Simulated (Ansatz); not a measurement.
# CH5AlN2O: one species, many methods

Aim: compute CH5AlN2O with functionals from several rungs and with coupled cluster. The yardstick is the atomisation energy at the CCSD(T) limit.

Computed with Ansatz 0.2.0, Gaussian basis. Level: functionals in def2-TZVPP, the program's frozen cores in correlated methods.

Plan: PBE-D4, r2SCAN-D4, PBE0-D4, B3LYP-D4, ωB97X-V, ωB97M-V, B2PLYP; CCSD(T)/def2-TZVPP; MP2/def2-QZVPP; extrapolation to the limit.

## (1) The geometry

The geometry comes from an earlier relaxation with PBE0-D4 in a triple-zeta def2 set; it is a stationary point, not always the lowest conformer.

SMILES `C=[N][Al]([NH2])[OH]`, 10 atoms, charge 0, spin multiplicity 1.

Atoms are counted from 1 here; the program's logs count them from 0.

Bond lengths: C1–N2 1.242 Å, C1–H6 1.104 Å, C1–H7 1.103 Å, N2–Al3 1.751 Å, Al3–N4 1.764 Å, Al3–O5 1.695 Å, N4–H8 1.006 Å, N4–H9 1.006 Å, O5–H10 0.954 Å. Angles: N2–C1–H6 123.5°, N2–C1–H7 122.1°, H6–C1–H7 114.4°, C1–N2–Al3 164.2°, N2–Al3–N4 119.7°, N2–Al3–O5 117.4°, N4–Al3–O5 122.9°, Al3–N4–H8 125.6°, Al3–N4–H9 124.1°, H8–N4–H9 110.3°, Al3–O5–H10 124.1°.

## (2) PBE-D4 (GGA)

File in.yaml:

```yaml
crystal:
  periodic: [false, false, false]
  atoms:
    - {symbol: C, position_ang: [-1.263775, 0.479794, -1.935379]}
    - {symbol: N, position_ang: [-0.481896, 0.433208, -0.971282]}
    - {symbol: Al, position_ang: [0.581303, -0.105230, 0.312139]}
    - {symbol: N, position_ang: [-0.052540, -0.298948, 1.947309]}
    - {symbol: O, position_ang: [2.213896, -0.342638, -0.075649]}
    - {symbol: H, position_ang: [-1.647415, -0.417240, -2.451629]}
    - {symbol: H, position_ang: [-1.631544, 1.434760, -2.347112]}
    - {symbol: H, position_ang: [0.479956, -0.583919, 2.751320]}
    - {symbol: H, position_ang: [-1.009270, -0.124795, 2.205959]}
    - {symbol: H, position_ang: [2.894484, -0.526093, 0.567324]}
basis:
  gaussian: {orbitals: def2-TZVPP}
hamiltonian: {xc: pbe, dispersion: d4}
output: {forces: true, orbitals: {seedname: orbitals}}
```

Started as:

```sh
> ansatz run in.yaml --threads 4 --pin off --events-out ev --progress --plain --max-ram 10444MiB
```

Further steps of the session: r2SCAN-D4 (meta-GGA); PBE0-D4 (hybrid); B3LYP-D4 (hybrid); ωB97X-V (range-separated); ωB97M-V (range-separated); B2PLYP (double hybrid); CCSD(T) in def2-TZVPP; MP2 in def2-QZVPP.

Q: Predict the results of all the runs planned. Wanted: atomisation energy, CCSD(T)/CBS; farthest; mean size of error, hybrid; mean size of error, range-separated; gap, smallest and largest; T1 diagnostic; triples share of the correlation energy.

**Answer**, as computed:

| quantity | value |
| --- | --- |
| atomisation energy, CCSD(T)/CBS | 3819.1 kJ/mol |
| functionals within 19.1 kJ/mol (0.5 %) | r2SCAN-D4, B3LYP-D4, ωB97X-V, ωB97M-V |
| farthest | PBE-D4 (+78.3 kJ/mol) |
| mean size of error, hybrid | 18.0 kJ/mol |
| mean size of error, range-separated | 4.9 kJ/mol |
| gap, smallest and largest | 3.12 eV (PBE-D4), 10.36 eV (ωB97X-V) |
| T1 diagnostic | 0.0121 |
| triples share of the correlation energy | 3.8 % |

**Reading.** PBE-D4 misses by +78.3 kJ/mol. Double hybrids carry the basis error of their MP2 part in triple zeta, and no dispersion term here, so their miss is partly the set-up's. Misses under about 19.1 kJ/mol are within the doubt on the reference itself, which lacks core-valence correlation, relativity and higher excitations. Hartree-Fock recovers 68 % of the binding; the rest is correlation. Orbital gaps span 3.1 to 10.4 eV; exact exchange widens them.
